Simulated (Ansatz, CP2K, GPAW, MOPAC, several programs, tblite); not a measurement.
# What each method gives for InGa3As4 (ordering on zincblende)

InGa3As4, ordered on the zincblende lattice (Pmm2) with 8 atoms a cell, relaxed with r2SCAN in Ansatz, was computed with several methods. It is orthorhombic, Pmm2 (No. 25); a = 4.080 Å, b = 8.175 Å, c = 5.779 Å in the conventional setting, 24.10 Å³ an atom. Ga is surrounded by 4 As at 2.46–2.48 Å; As is surrounded by 3 Ga at 2.45–2.47 Å and 1 In at 2.62 Å; Ga is surrounded by 4 As at 2.45–2.48 Å; As is surrounded by 4 Ga at 2.48 Å; In is surrounded by 4 As at 2.60–2.62 Å; As is surrounded by 2 Ga at 2.46 Å and 2 In at 2.60 Å. The calculation is spin-unpolarised, and the structure need not be a phase that has been made.

Space group Pmm2 (No. 25). a = 4.080 Å, b = 8.175 Å, c = 5.779 Å, α = 90.00°, β = 90.00°, γ = 90.00°

| atom | site | symmetry | x | y | z |
| --- | --- | --- | --- | --- | --- |
| Ga | 2g | m.. | 0.0000 | 0.7582 | 0.9998 |
| As | 2h | m.. | 0.5000 | 0.7628 | 0.2403 |
| Ga | 1c | mm2 | 0.5000 | 0.0000 | 0.4980 |
| As | 1a | mm2 | 0.0000 | 0.0000 | 0.7413 |
| In | 1d | mm2 | 0.5000 | 0.5000 | 0.5004 |
| As | 1b | mm2 | 0.0000 | 0.5000 | 0.7799 |

Gaps and times are for a single point on this cell; volume and bulk modulus come from each method's own relaxation or energy curve at fixed shape, which is too stiff where a cell has free coordinates or axes. Times are rough, from shared hosts (Arm Neoverse N1), and each method has its own mesh and cell size. A double dagger marks a value from a curve with shape and coordinates held. A star marks a curve whose lowest point is an end point. PM6 (MOPAC), PM7 (MOPAC), GFN2-xTB (tblite) treat a cluster of cells at its zone centre, which samples few k points: where these miss a band edge, the gap comes out too large for that reason alone. Gaps from k meshes are read at a limited set of points (mesh, symmetry points, PBE's band edges), so each method's own least gap may be somewhat smaller. xTB and the PM methods were fitted mostly to molecules, and can miss a solid's gap by electronvolts. Minimal bases can be far off for gaps. GLLB-SC's gap includes the derivative discontinuity. d marks a direct gap, i an indirect one (no mark: not told apart), a dash a value that wasn't computed or didn't pass its checks.

```tsv
method	kind	gap (eV)	own volume (Å³/atom)	bulk modulus (GPa)	atoms computed	processor time
GFN2-xTB (tblite)	tight binding	1.32	–	–	32	4.8 s
PM7 (MOPAC)	semi-empirical	5.70	23.96‡	106‡	32	5.9 s
light PBE (260 eV, its own mesh)	light plane-wave	0.05 d	–	–	8	12 s
PBE/SZV (CP2K)	small basis	0.36 d	26.31*‡	–	8	24 s
PM6 (MOPAC)	semi-empirical	3.45	–	–	32	29 s
PBE/DZVP (CP2K)	small basis	0.09 d	25.50‡	53‡	8	73 s
PBE	semilocal	0.11 d	25.12	56‡	8	110 s
GLLB-SC (GPAW)	model potential	0.53	–	–	8	2.2 min
r2SCAN	semilocal	0.57 d	24.10	68‡	8	3.2 min
```

Against r2SCAN (0.57 eV) the nearest gap at the points sampled is that of GLLB-SC (GPAW) (-0.04 eV) and the farthest that of PM7 (MOPAC) (+5.13 eV). r2SCAN is only a yardstick of convenience: semilocal gaps usually lie below measured ones, which GLLB-SC and hybrids aim to mend.

Volumes against r2SCAN's: PBE +4.2 %.

Runs without a result: GFN1-xTB (tblite) (single point).

No spin-orbit coupling is included; it can move band edges with weight on the heavy atoms by tenths of an eV.
